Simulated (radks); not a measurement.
**Pt²⁺ in [Xe] 4f14 5d8: an all-electron calculation**

Wanted: eigenvalues, radial structure and energy terms of the platinum ion Pt2+.

Program: radks (a radial shooting solver on a logarithmic mesh, Libxc functionals) version 1. Level of theory: non-relativistic Kohn-Sham, exchange-only PBE, spin-polarised, spherical densities, point nucleus; open shells are filled with parallel spins first. These are calculated values, not measurements, unless marked.

## (1) Starting point

| Item | Value |
| --- | --- |
| element | platinum (Z = 78) |
| charge | +2 |
| electrons | 76 |
| configuration | [Xe] 4f14 5d8 |

The outer shells:

Pt²⁺
```
[Xe] core
4f [↑↓][↑↓][↑↓][↑↓][↑↓][↑↓][↑↓]
5d [↑↓][↑↓][↑↓][↑ ][↑ ]
```

## (2) The calculation

Settings of this run:

```text
Z 78
configuration [Xe] 4f14 5d8
relativity non-relativistic
functional pbe,
spin polarised
nucleus point
```

**Question.** What will this run give?

**Answer**, as computed:

| quantity | value |
| --- | --- |
| total energy | -17329.1090 hartree |
| exchange-correlation share of it | 1.90 % |
| −T/E | 1.0000 |
| highest occupied level | 5d down, -24.684 eV |
| most extended occupied level | 5d down, <r> = 1.55 bohr |
| radius at density 0.001 e/bohr³ | 3.55 bohr |
| maxima of the radial density | 4 |
| ionisation energy, NIST | 29 (theory) eV |

**Reading.** 5 principal shells are occupied and 4 maxima appear in the radial density; where shells overlap, one shows as a shoulder or not at all. −T/E = 1.0000, near the virial value of 1. Minus the highest eigenvalue, 24.684 eV, is 85 % of the tabulated ionisation energy (29 eV); the potential of a semilocal functional falls off too fast, so its top eigenvalue is too shallow. Relativity is left out here, which matters for elements this heavy. Open shells are spherical and high-spin; term and fine-structure splittings are not resolved.
